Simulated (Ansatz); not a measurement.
# CH4BBrS: up Jacob's ladder to CCSD(T)

The task here is to estimate one member of a computed series from the others.

Program: Ansatz 0.2.0, Gaussian basis. Level of theory: functionals in def2-TZVPP, the program's frozen cores in correlated methods. These are calculated values, not measurements.

Levels to be run: LDA (SPW92), PBE-D4, revPBE-D4, BLYP-D4, r2SCAN-D4, B97M-V, PBE0-D4, B3LYP-D4, r2SCANh-D4, r2SCAN0-D4, HSE06-D4, BHLYP-D4, CAM-B3LYP-D4, LC-ωPBE, ωB97X-V, ωB97M-V, B2PLYP, PBE-QIDH; CCSD(T)/def2-SVP; CCSD(T)/def2-TZVPP; CCSD(T)/def2-QZVPP; extrapolation to the limit; RPA on PBE.

### Structure used throughout

All runs share one geometry, relaxed beforehand with PBE0-D4 in a triple-zeta def2 set.

SMILES `CB(S)Br`, 8 atoms, charge 0, spin multiplicity 1.

Atoms are counted from 1 here; the program's logs count them from 0.

Bond lengths: C1–B2 1.556 Å, C1–H5 1.091 Å, C1–H6 1.095 Å, C1–H7 1.095 Å, B2–S3 1.785 Å, B2–Br4 1.930 Å, S3–H8 1.345 Å. Angles: B2–C1–H5 114.0°, B2–C1–H6 109.8°, B2–C1–H7 109.8°, H5–C1–H6 108.5°, H5–C1–H7 108.5°, H6–C1–H7 105.9°, C1–B2–S3 126.2°, C1–B2–Br4 119.2°, S3–B2–Br4 114.6°, B2–S3–H8 96.9°.

The first run:

Contents of in.yaml:

```yaml
crystal:
  periodic: [false, false, false]
  atoms:
    - {symbol: C, position_ang: [-0.183623, 0.895414, 0.018844]}
    - {symbol: B, position_ang: [-0.020778, -0.588784, -0.418960]}
    - {symbol: S, position_ang: [0.672648, -1.908166, 0.563058]}
    - {symbol: Br, position_ang: [-0.604622, -1.119794, -2.180391]}
    - {symbol: H, position_ang: [0.173902, 1.101330, 1.028923]}
    - {symbol: H, position_ang: [0.350088, 1.548351, -0.679213]}
    - {symbol: H, position_ang: [-1.237067, 1.186694, -0.043671]}
    - {symbol: H, position_ang: [0.941652, -1.172146, 1.655608]}
basis:
  gaussian: {orbitals: def2-TZVPP}
hamiltonian: {xc: lda}
output: {orbitals: {seedname: orbitals}}
```

Command:

```
ansatz run in.yaml --threads 2 --pin off --events-out ev --progress --plain --max-ram 32768MiB --backend cpu
```

Among the steps run: LDA; PBE-D4 (GGA); revPBE-D4 (GGA); BLYP-D4 (GGA); r2SCAN-D4 (meta-GGA); B97M-V (meta-GGA); B3LYP-D4 (hybrid); r2SCANh-D4 (hybrid); r2SCAN0-D4 (hybrid); HSE06-D4 (hybrid); BHLYP-D4 (hybrid); CAM-B3LYP-D4 (range-separated); LC-ωPBE (range-separated); ωB97X-V (range-separated); ωB97M-V (range-separated); B2PLYP (double hybrid); PBE-QIDH (double hybrid).

One table of the session follows, with a row left open; its other results are not shown here.

It belongs to the step «Orbital energies across the functionals». 

```
  functional  HOMO (eV)  gap (eV)
 LDA (SPW92)      -6.94      4.80
      PBE-D4      -6.80      4.88
   revPBE-D4      -6.75      4.92
     BLYP-D4      -6.62      4.88
   r2SCAN-D4      -7.09      5.45
      B97M-V      -7.15      5.63
     PBE0-D4          ?         ?
    B3LYP-D4      -7.73      6.55
  r2SCANh-D4      -7.53      6.20
  r2SCAN0-D4      -8.18      7.33
    HSE06-D4      -7.59      6.19
    BHLYP-D4      -9.02      9.09
CAM-B3LYP-D4      -9.26      9.40
     LC-ωPBE     -10.65     11.86
     ωB97X-V     -10.29     11.46
     ωB97M-V     -10.13     11.15
```

Estimate the missing values for PBE0-D4.

As computed: HOMO (eV): -7.99; gap (eV): 6.97. In the column «HOMO (eV)» it lies between r2SCAN0-D4 (-8.18) and B3LYP-D4 (-7.73).
